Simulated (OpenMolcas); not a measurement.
**Ru⁵⁺ among point charges: CASSCF and CASPT2 levels and susceptibility**

Aim: the splitting of the states of Ru⁵⁺ in the field of 6 point charges, its lowest levels with spin-orbit coupling and its magnetic susceptibility.

Program: OpenMolcas 26.06. Level of theory: state-averaged CASSCF and CASPT2, spin-orbit coupling by RASSI with atomic mean-field integrals. These are calculated values, not measurements, unless marked.

**1. The system**

- Species: Ru⁵⁺ (ruthenium, Z = 44, 39 electrons)
- Basis: ANO-RCC-VTZP [7s6p4d2f1g], 68 functions
- Scalar Hamiltonian: DKH2, point nucleus
- Inactive shells: 1s 2s 2p 3s 3p 3d 4s 4p
- Active space: 3 electrons in 5 orbitals (4d)
- Some configurations of this space: 4d³
- Orbitals: optimised for each spin and parity, averaged over all roots

The outer shells:

4d3
```
4d [↑ ][↑ ][↑ ][  ][  ]
```

The ion sits among 6 point charges of -1.7 e arranged as an octahedron (Oh), 1.71 Å from the ion.

The work runs as a chain of OpenMolcas steps in one folder; each step below is one input file. Labels, J, g values, rates, χT and fits are worked out afterwards by a script from the matrices that RASSI stores. The input lists half of the charges; inversion (Group=XYZ) makes the rest.

**2. Basis and integrals**

Contents of a.inp:

```
&GATEWAY
Coord
1

Ru 0.0 0.0 0.0
Basis=ANO-RCC-VTZP
Group=XYZ
NoMove
AngMom=0.0 0.0 0.0
AMFI
XField
3 Angstrom 0
1.710000 0.000000 0.000000 -1.700000
0.000000 1.710000 0.000000 -1.700000
0.000000 0.000000 1.710000 -1.700000
&SEWARD
```

Run with:

```
$ OMP_NUM_THREADS=1 MOLCAS_MEM=1689 MOLCAS_PROJECT=a pymolcas a.inp > a.log
```

Output:

```text
Basis set label: RU.ANO-RCC...7S6P4D2F1G.

      Electronic valence basis set:
      ------------------
      Associated Effective Charge  44.000000 au
      Associated Actual Charge     44.000000 au
      Nuclear Model: Point charge

      Shell  nPrim  nBasis  Cartesian Spherical Contaminant
         s      21       7        X
         p      18       6        X
         d      13       4                 X
         f       6       2                 X
         g       4       1                 X
                  Relativistic Douglas-Kroll-Hess integrals:
                    - DKH order of Hamiltonian: 2
                    - DKH order of Properties : 0
                  Atomic mean-field integrals
```

**3. CASSCF: quartets of even parity, 10 roots**

Contents of a.inp:

```
&RASSCF
FileOrb=start.orb
Symmetry=1
Spin=4
nActEl=3 0 0
Inactive=9 9
Ras2=5 0
CIRoot=10 10 1
SDav=10
CIMx=300
Iter=120 100
PrWF=0.3
OrbListing=Nothing
MaxOrb=0
>>> COPY $Project.JobIph JOB001
```

start.orb holds the contracted functions of the basis, ordered by shell, or the orbitals of the step before.

Output, shortened:

```text
[...]
      Number of active orbitals                  5
[...]
      Spin quantum number                      1.5
[...]
      Active orbitals                            5   0
[...]
      Number of CSFs                            10
      Number of root(s) required                10
[...]
      Convergence after  7 iterations
[...]
      Natural orbitals and occupation numbers for root  1
      sym 1:   1.000000   1.000000   0.000000   1.000000   0.000000
      Natural orbitals and occupation numbers for root  2
      sym 1:   0.002238   0.997762   0.002238   1.000000   0.997762
      Natural orbitals and occupation numbers for root  3
      sym 1:   0.821611   1.000000   0.821611   0.178389   0.178389
::    RASSCF root number  1 Total energy:  -4537.60281100
::    RASSCF root number  2 Total energy:  -4537.55057909
::    RASSCF root number  3 Total energy:  -4537.55057909
[...]
::    RASSCF root number  7 Total energy:  -4537.51831589
::    RASSCF root number  8 Total energy:  -4537.46200963
::    RASSCF root number  9 Total energy:  -4537.46200963
::    RASSCF root number 10 Total energy:  -4537.46200963
```

**4. CASSCF: doublets of even parity, 40 roots**

Contents of a.inp:

```
&RASSCF
FileOrb=start.orb
Symmetry=1
Spin=2
nActEl=3 0 0
Inactive=9 9
Ras2=5 0
CIRoot=40 40 1
SDav=40
CIMx=300
Iter=120 100
PrWF=0.3
OrbListing=Nothing
MaxOrb=0
>>> COPY $Project.JobIph JOB002
```

Output, shortened:

```text
[...]
      Number of active orbitals                  5
[...]
      Spin quantum number                      0.5
[...]
      Active orbitals                            5   0
[...]
      Number of CSFs                            40
      Number of root(s) required                40
[...]
      Convergence after  6 iterations
[...]
      Natural orbitals and occupation numbers for root  1
      sym 1:   0.998039   0.991352   0.050183   0.943453   0.016973
      Natural orbitals and occupation numbers for root  2
      sym 1:   0.963877   0.957190   0.016973   1.011777   0.050183
      Natural orbitals and occupation numbers for root  3
      sym 1:   0.994274   0.985110   0.026359   0.963779   0.030478
::    RASSCF root number  1 Total energy:  -4537.51728437
::    RASSCF root number  2 Total energy:  -4537.51728437
::    RASSCF root number  3 Total energy:  -4537.51425142
[...]
::    RASSCF root number 27 Total energy:  -4537.38941461
::    RASSCF root number 28 Total energy:  -4537.38157526
::    RASSCF root number 29 Total energy:  -4537.38157526
::    RASSCF root number 30 Total energy:  -4537.38157526
```

**5. State interaction with spin-orbit coupling**

Contents of a.inp:

```
&RASSI
NrOfJobIphs=2 10 40
1 2 3 4 5 6 7 8 9 10
1 2 3 4 5 6 7 8 9 10 11 12 13 14 15 16 17 18 19 20 21 22 23 24 25 26 27
28 29 30 31 32 33 34 35 36 37 38 39 40
IphNames
JOB001
JOB002
EJob
SpinOrbit
DIPRint=1.0
SOCoupling=1000.0
Subsets=2
Property=9
'ANGMOM' 1 'ANGMOM' 2 'ANGMOM' 3 'MLTPL  1' 1 'MLTPL  1' 2 'MLTPL  1' 3
'AMFI' 1 'AMFI' 2 'AMFI' 3
SOProperty=3
'ANGMOM' 1 'ANGMOM' 2 'ANGMOM' 3
```

Output, shortened:

```text
SPIN-FREE ENERGIES:
  (Shifted by EMIN (a.u.) =      -4537.6028110000)
 SF State       Relative EMIN(au)   Rel lowest level(eV)    D:o, cm**(-1)      L_eff
     1             0.0000000000        0.0000000000              0.0000         3.0
     2             0.0522319102        1.4213026838          11463.5792         3.0
     3             0.0522319102        1.4213026838          11463.5792         3.0
     4             0.0522319102        1.4213026838          11463.5792         3.0
     5             0.0844951143        2.2992291922          18544.5341         2.7
     6             0.0844951143        2.2992291922          18544.5341         2.7
     7             0.0844951143        2.2992291922          18544.5341         2.7
    11             0.0855266280        2.3272981089          18770.9252         4.0
    12             0.0855266280        2.3272981089          18770.9252         4.0
    13             0.0885595755        2.4098288147          19436.5802         4.0
[...]
Eigenvalues of complex Hamiltonian:
   -----------------------------------
  (Shifted by EMIN (a.u.) =      -4537.6028110000)
 SO State       Relative EMIN(au)   Rel lowest level(eV)    D:o, cm**(-1)     J-value
     1            -0.0021303614        0.0000000000              0.0000         2.5
     2            -0.0021303614        0.0000000000              0.0000         2.5
     3            -0.0021303614        0.0000000000              0.0000         2.5
     4            -0.0021303614        0.0000000000              0.0000         2.5
     5             0.0487241773        1.3838224954          11161.2811         2.5
     6             0.0487241773        1.3838224954          11161.2811         2.5
     7             0.0487241773        1.3838224951          11161.2811         2.5
     8             0.0487241773        1.3838224951          11161.2811         2.5
     9             0.0487477479        1.3844638836          11166.4543         2.4
    10             0.0487477479        1.3844638836          11166.4543         2.4
    11             0.0512262479        1.4519073045          11710.4222         3.0
[...]
```

These steps: 8.5 s of run time, 1 thread of Arm Neoverse V2, shared host.

Spin-free states, with their symmetry labels:

```tsv
state	degeneracy	E (cm-1)	free-ion L (%)
4A2	1	0	F (100)
4T2	3	11464	F (100)
4T1	3	18545	F (82)
2E	2	18771	G (67)
2T1	3	19437	G (48)
2T2	3	25878	D (43)
2A1	1	27437	G (100)
2T2	3	30542	G (57)
4T1	3	30902	P (82)
2T1	3	31308	H (54)
2E	2	33345	D (51)
2T1	3	36879	P (47)
2T1	3	42663	H (73)
2T2	3	42761	D (59)
2A2	1	46835	F (100)
2T2	3	48556	F (80)
2E	2	50063	D (42)
2T1	3	54288	F (84)
2E	2	72374	D (92)
2T2	3	74765	D (91)
```

With spin-orbit coupling:

```csv
E (cm-1),Degeneracy,Label,2S+1,g
0.0,4,Γ8,4,
11161,4,Γ8,4,
11166,2,Γ7,4,2.45 2.45 2.45
11710,4,Γ8,4,
12033,2,Γ6,4,2.59 2.59 2.59
17718,4,Γ8,2,
17976,2,Γ7,4,0.70 0.70 0.70
18275,4,Γ8,4,
19231,2,Γ6,4,2.40 2.40 2.40
19402,4,Γ8,2,
20592,2,Γ6,2,1.59 1.59 1.59
21142,4,Γ8,4,
26421,4,Γ8,2,
26939,2,Γ7,2,0.84 0.84 0.84
28108,2,Γ6,2,3.19 3.19 3.19
29688,4,Γ8,4,
30127,2,Γ6,2,0.85 0.85 0.85
30667,2,Γ7,2,0.78 0.78 0.78
30714,4,Γ8,2,
31566,2,Γ6,2,2.00 2.00 2.00
31582,4,Γ8,4,
31894,2,Γ7,4,2.33 2.33 2.33
33218,4,Γ8,2,
34506,4,Γ8,2,
```

Principal g values are given for doublets only; a zero marks a field direction without first-order Zeeman splitting.

Powder χT (cm³ K/mol): 1.28 at 2 K, 1.28 at 5 K, 1.28 at 10 K, 1.29 at 20 K, 1.29 at 50 K, 1.30 at 100 K, 1.31 at 150 K, 1.32 at 200 K, 1.33 at 250 K, 1.33 at 300 K.

A ligand-field fit to the states below 45000 cm-1 gives 10Dq = 11777 cm-1, B = 994 cm-1 and C = 4050 cm-1 (C/B = 4.08), with a deviation of 121 cm-1.

Orbitals of the lowest block (energies include the constant potential of the surroundings):

```tsv
shell	space	energy (hartree)	mean occupation	⟨r²⟩ (bohr²)
1s	inactive	-816.2951	2.000	0.00147
2s	inactive	-119.9066	2.000	0.0248
2p	inactive	-107.1578	6.000	0.0196
3s	inactive	-21.9542	2.000	0.183
3p	inactive	-17.6410	6.000	0.186
3d	inactive	-10.6797	10.000	0.175
4s	inactive	-2.7940	2.000	1.13
4p	inactive	-1.4297	6.000	1.34
4d	RAS2		3.000	2.04
```

**6. CASPT2: IPEA 0.25, imaginary shift 0.1 (closed shells correlated: 4s 4p)**

Contents of a.inp:

```
>>> COPY JOB001 $Project.JobIph
&CASPT2
Multistate=10 1 2 3 4 5 6 7 8 9 10
NoMult
Frozen=8 6
IPEA=0.25
Imaginary=0.1
MaxIter=60
WThr=0.0 0.3 0.05
PrWF=0.5
NoMix
>>> COPY JOB002 $Project.JobIph
&CASPT2
Multistate=40 1 2 3 4 5 6 7 8 9 10 11 12 13 14 15 16 17 18 19 20 21 22
23 24 25 26 27 28 29 30 31 32 33 34 35 36 37 38 39 40
NoMult
Frozen=8 6
IPEA=0.25
Imaginary=0.1
MaxIter=60
WThr=0.0 0.3 0.05
PrWF=0.5
NoMix
```

Run with:

```
$ OMP_NUM_THREADS=1 MOLCAS_MEM=1689 MOLCAS_PROJECT=a pymolcas a.inp > a.log
```

Output:

```text
Orbital specifications:
      -----------------------

      Symmetry species                           1   2
                                                ag  au
      Frozen orbitals                            8   6
      Inactive orbitals                          1   3
      Active orbitals                            5   0
      Secondary orbitals                        22  23
      Deleted orbitals                           0   0
      Number of basis functions                 36  32
Type of calculation                        SS-CASPT2
      Fock operator                              state-specific
      IPEA shift                                 0.25
      Real shift                                 0.00
      Imaginary shift                            0.10
      The input orbitals will be transformed to quasi-canonical
Reference energy:       -4537.6028110000
      E2 (Non-variational):      -0.2960974900
      Shift correction:          -0.0000833738
      E2 (Variational):          -0.2961808638
      Total energy:           -4537.8989918638
      Residual norm:              0.0000000450
      Reference weight:           0.95543
      Contributions to the CASPT2 correlation energy
      Active & Virtual Only:         -0.0178377327
      One Inactive Excited:          -0.1362344286
      Two Inactive Excited:          -0.1420253287
Reference energy:       -4537.5505790898
      E2 (Non-variational):      -0.2972040624
      Shift correction:          -0.0000840812
      E2 (Variational):          -0.2972881436
      Total energy:           -4537.8478672334
      Residual norm:              0.0000000537
      Reference weight:           0.95515
      Contributions to the CASPT2 correlation energy
      Active & Virtual Only:         -0.0180744522
      One Inactive Excited:          -0.1374456018
      Two Inactive Excited:          -0.1416840083
::    CASPT2 Root  1     Total energy:  -4537.89899186
::    CASPT2 Root  2     Total energy:  -4537.84786723
::    CASPT2 Root  3     Total energy:  -4537.84983582
::    CASPT2 Root  4     Total energy:  -4537.84984911
::    CASPT2 Root  5     Total energy:  -4537.82130333
::    CASPT2 Root  6     Total energy:  -4537.82126489
::    CASPT2 Root  7     Total energy:  -4537.82126435
::    CASPT2 Root  8     Total energy:  -4537.77294802
::    CASPT2 Root  9     Total energy:  -4537.77302257
::    CASPT2 Root 10     Total energy:  -4537.77345421
Orbital specifications:
      -----------------------

      Symmetry species                           1   2
                                                ag  au
      Frozen orbitals                            8   6
      Inactive orbitals                          1   3
      Active orbitals                            5   0
      Secondary orbitals                        22  23
      Deleted orbitals                           0   0
      Number of basis functions                 36  32
Type of calculation                        SS-CASPT2
      Fock operator                              state-specific
      IPEA shift                                 0.25
      Real shift                                 0.00
      Imaginary shift                            0.10
      The input orbitals will be transformed to quasi-canonical
Reference energy:       -4537.5172843720
      E2 (Non-variational):      -0.3081417385
      Shift correction:          -0.0000963678
      E2 (Variational):          -0.3082381063
      Total energy:           -4537.8255224783
      Residual norm:              0.0000008490
      Reference weight:           0.95225
      Contributions to the CASPT2 correlation energy
      Active & Virtual Only:         -0.0246259198
      One Inactive Excited:          -0.1395960724
      Two Inactive Excited:          -0.1439197463
Reference energy:       -4537.5172843720
      E2 (Non-variational):      -0.3076696061
      Shift correction:          -0.0000959407
      E2 (Variational):          -0.3077655468
      Total energy:           -4537.8250499188
      Residual norm:              0.0000008597
      Reference weight:           0.95241
      Contributions to the CASPT2 correlation energy
      Active & Virtual Only:         -0.0246278093
      One Inactive Excited:          -0.1391225340
      Two Inactive Excited:          -0.1439192628
::    CASPT2 Root  1     Total energy:  -4537.82552248
::    CASPT2 Root  2     Total energy:  -4537.82504992
::    CASPT2 Root  3     Total energy:  -4537.82267137
::    CASPT2 Root  4     Total energy:  -4537.82283922
::    CASPT2 Root  5     Total energy:  -4537.82258623
::    CASPT2 Root  6     Total energy:  -4537.79697537
::    CASPT2 Root  7     Total energy:  -4537.79697120
::    CASPT2 Root  8     Total energy:  -4537.79697361
::    CASPT2 Root  9     Total energy:  -4537.78850023
::    CASPT2 Root 10     Total energy:  -4537.77359150
::    CASPT2 Root 11     Total energy:  -4537.77380398
::    CASPT2 Root 12     Total energy:  -4537.77426974
::    CASPT2 Root 13     Total energy:  -4537.77169523
::    CASPT2 Root 14     Total energy:  -4537.77159140
::    CASPT2 Root 15     Total energy:  -4537.77032246
::    CASPT2 Root 16     Total energy:  -4537.76444461
::    CASPT2 Root 17     Total energy:  -4537.76447414
::    CASPT2 Root 18     Total energy:  -4537.74956973
::    CASPT2 Root 19     Total energy:  -4537.74955973
::    CASPT2 Root 20     Total energy:  -4537.74957484
::    CASPT2 Root 21     Total energy:  -4537.71730320
::    CASPT2 Root 22     Total energy:  -4537.71733975
::    CASPT2 Root 23     Total energy:  -4537.71690158
::    CASPT2 Root 24     Total energy:  -4537.72206246
::    CASPT2 Root 25     Total energy:  -4537.72187473
::    CASPT2 Root 26     Total energy:  -4537.72160849
::    CASPT2 Root 27     Total energy:  -4537.71439611
::    CASPT2 Root 28     Total energy:  -4537.70453956
::    CASPT2 Root 29     Total energy:  -4537.70455171
::    CASPT2 Root 30     Total energy:  -4537.70470940
```

This run: 5.2 s of run time, 1 thread of Arm Neoverse V2, shared host.

SS-CASPT2: lowest energy less the reference's lowest, -0.2962 hartree; reference weights 0.946 to 0.955.

Spin-free states, with their symmetry labels:

```tsv
state	degeneracy	E (cm-1)	free-ion L (%)
4A2	1	0	F (100)
4T2	3	10932	F (100)
2E	2	16177	G (67)
2T1	3	16744	G (48)
4T1	3	17056	F (82)
2T2	3	22390	D (43)
2A1	1	24250	G (100)
2T2	3	27457	G (57)
4T1	3	27621	P (82)
2T1	3	28046	H (54)
2E	2	29526	D (51)
2T1	3	32795	P (47)
2T2	3	38878	D (59)
2T1	3	39903	H (73)
2A2	1	40514	F (100)
2T2	3	42664	F (80)
2E	2	46026	D (42)
2T1	3	48358	F (84)
2E	2	64276	D (92)
2T2	3	66850	D (91)
```

With spin-orbit coupling:

```json
{"E (cm-1)": "0", "Degeneracy": "4", "Label": "Γ8", "2S+1": "4", "g": ""}
{"E (cm-1)": "10470", "Degeneracy": "4", "Label": "Γ8", "2S+1": "4", "g": ""}
{"E (cm-1)": "10640", "Degeneracy": "2", "Label": "Γ7", "2S+1": "4", "g": "2.34 2.34 2.34"}
{"E (cm-1)": "11170", "Degeneracy": "4", "Label": "Γ8", "2S+1": "4", "g": ""}
{"E (cm-1)": "11480", "Degeneracy": "2", "Label": "Γ6", "2S+1": "4", "g": "2.59 2.59 2.59"}
{"E (cm-1)": "15480", "Degeneracy": "4", "Label": "Γ8", "2S+1": "2", "g": ""}
{"E (cm-1)": "16330", "Degeneracy": "4", "Label": "Γ8", "2S+1": "2", "g": ""}
{"E (cm-1)": "16460", "Degeneracy": "2", "Label": "Γ7", "2S+1": "4", "g": "0.58 0.58 0.58"}
{"E (cm-1)": "17040", "Degeneracy": "2", "Label": "Γ6", "2S+1": "2", "g": "0.82 0.82 0.82"}
{"E (cm-1)": "17440", "Degeneracy": "4", "Label": "Γ8", "2S+1": "4", "g": ""}
{"E (cm-1)": "18590", "Degeneracy": "2", "Label": "Γ6", "2S+1": "4", "g": "3.07 3.07 3.07"}
{"E (cm-1)": "19250", "Degeneracy": "4", "Label": "Γ8", "2S+1": "4", "g": ""}
{"E (cm-1)": "23080", "Degeneracy": "4", "Label": "Γ8", "2S+1": "2", "g": ""}
{"E (cm-1)": "23560", "Degeneracy": "2", "Label": "Γ7", "2S+1": "2", "g": "0.91 0.91 0.91"}
{"E (cm-1)": "25020", "Degeneracy": "2", "Label": "Γ6", "2S+1": "2", "g": "3.20 3.20 3.20"}
{"E (cm-1)": "26390", "Degeneracy": "4", "Label": "Γ8", "2S+1": "4", "g": ""}
{"E (cm-1)": "26940", "Degeneracy": "2", "Label": "Γ6", "2S+1": "2", "g": "0.87 0.87 0.87"}
{"E (cm-1)": "27580", "Degeneracy": "2", "Label": "Γ7", "2S+1": "2", "g": "0.75 0.75 0.75"}
{"E (cm-1)": "27580", "Degeneracy": "4", "Label": "Γ8", "2S+1": "2", "g": ""}
{"E (cm-1)": "28320", "Degeneracy": "2", "Label": "Γ6", "2S+1": "2", "g": "2.00 2.00 2.00"}
{"E (cm-1)": "28370", "Degeneracy": "4", "Label": "Γ8", "2S+1": "4", "g": ""}
{"E (cm-1)": "28670", "Degeneracy": "2", "Label": "Γ7", "2S+1": "4", "g": "2.28 2.28 2.28"}
{"E (cm-1)": "29980", "Degeneracy": "4", "Label": "Γ8", "2S+1": "2", "g": ""}
{"E (cm-1)": "30820", "Degeneracy": "4", "Label": "Γ8", "2S+1": "2", "g": ""}
```

Powder χT (cm³ K/mol): 1.25 at 2 K, 1.25 at 5 K, 1.25 at 10 K, 1.25 at 20 K, 1.26 at 50 K, 1.27 at 100 K, 1.28 at 150 K, 1.29 at 200 K, 1.30 at 250 K, 1.31 at 300 K.

**7. The methods side by side**

A. CASSCF
B. SS-CASPT2, IPEA 0.25, imaginary shift 0.1 (closed shells correlated: 4s 4p)

```tsv
method	ground state	first state of that spin (cm-1)	first gap with spin-orbit (cm-1)	χT at 300 K
A	4A2	4T2 11460	11161.3	1.33
B	4A2	4T2 10930	10470.9	1.31
```

**8. Outcome**

| quantity | value |
| --- | --- |
| method | SS-CASPT2, IPEA 0.25, imaginary shift 0.1 (closed shells correlated: 4s 4p) |
| spin-free ground state | 4A2, 1-fold in its orbital part |
| first state of the same spin within the active space | 4T2 at 10900 cm⁻¹ |
| lowest level | 4-fold Γ8 |
| next level | 10470.9 cm⁻¹ |
| χT at 300 K | 1.31 cm³ K/mol |
| effective moment at 300 K | 3.23 μB |

Cost by method:

```tsv
method	time of its own steps	time with the reference
A. CASSCF	8.5 s	8.5 s
B. SS-CASPT2, IPEA 0.25, imaginary shift 0.1, +4s 4p	5.2 s	14 s
```

Times are of one thread on a shared host.

In words: The spin-free ground state (4A2) comes to 100 % from free-ion F terms and keeps the highest spin of the shell. χT at 300 K is 1.31, against 1.88 cm³ K/mol for the spin alone, so spin-orbit coupling lowers it. CASPT2 does not keep the components of a term degenerate, and the means are used. The field of point charges can differ much from that of real complexes. This is an electrostatic model: the charges have no orbitals.
